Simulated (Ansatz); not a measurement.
# C4H9Al: the cost of one run

Method: the settings change from run to run; program: Ansatz 0.2.0, Gaussian basis.

## 1. The geometry

The structure was relaxed beforehand with PBE0-D4 in a triple-zeta def2 set.

SMILES `C=C[CH2][AlH][CH3]`, 14 atoms, charge 0, spin multiplicity 1.

Atoms are counted from 1 here; the program's logs count them from 0.

Bond lengths: C1–C2 1.370 Å, C1–H6 1.082 Å, C1–H7 1.085 Å, C2–C3 1.439 Å, C2–H8 1.090 Å, C3–Al4 2.057 Å, C3–H9 1.088 Å, C3–H10 1.083 Å, Al4–C5 1.955 Å, Al4–H11 1.584 Å, C5–H12 1.094 Å, C5–H13 1.093 Å, C5–H14 1.095 Å. Angles: C2–C1–H6 120.4°, C2–C1–H7 121.4°, H6–C1–H7 117.1°, C1–C2–C3 125.2°, C1–C2–H8 116.3°, C3–C2–H8 116.1°, C2–C3–Al4 74.8°, C2–C3–H9 117.0°, C2–C3–H10 116.7°, Al4–C3–H9 104.2°, Al4–C3–H10 123.9°, H9–C3–H10 114.4°, C3–Al4–C5 121.9°, C3–Al4–H11 110.5°, C5–Al4–H11 125.3°, Al4–C5–H12 111.6°, Al4–C5–H13 112.5°, Al4–C5–H14 110.6° and more.

## 2. wPBEh/ANO-RCC-VTZP

in.yaml reads:

```yaml
crystal:
  periodic: [false, false, false]
  atoms:
    - {symbol: C, position_ang: [-0.780615, 1.210464, -1.124415]}
    - {symbol: C, position_ang: [-0.131759, 0.029075, -1.366990]}
    - {symbol: C, position_ang: [-0.583999, -1.269012, -0.941594]}
    - {symbol: Al, position_ang: [-0.373489, -0.177289, 0.788564]}
    - {symbol: C, position_ang: [1.354311, 0.019919, 1.680995]}
    - {symbol: H, position_ang: [-0.292205, 2.154981, -1.323257]}
    - {symbol: H, position_ang: [-1.844820, 1.238135, -0.912679]}
    - {symbol: H, position_ang: [0.918503, 0.103522, -1.647720]}
    - {symbol: H, position_ang: [-1.652229, -1.465582, -1.005673]}
    - {symbol: H, position_ang: [0.042268, -2.112662, -1.203216]}
    - {symbol: H, position_ang: [-1.785010, 0.072171, 1.463429]}
    - {symbol: H, position_ang: [1.444361, 0.992551, 2.173092]}
    - {symbol: H, position_ang: [2.195717, -0.083550, 0.990448]}
    - {symbol: H, position_ang: [1.476066, -0.742022, 2.457816]}
basis:
  gaussian: {orbitals: ANO-RCC-VTZP}
hamiltonian: {xc: {name: wPBEh}}
output: {forces: true}
```

The run is started by

```
ansatz run in.yaml --threads 4 --pin off --events-out ev --progress --plain --max-ram 10444MiB
```

**Question.** How long does this run take on 4 threads of Intel Xeon Platinum 8488C, shared host, and how much memory does it need?

About 11 s, with a peak of 1.4 GiB.
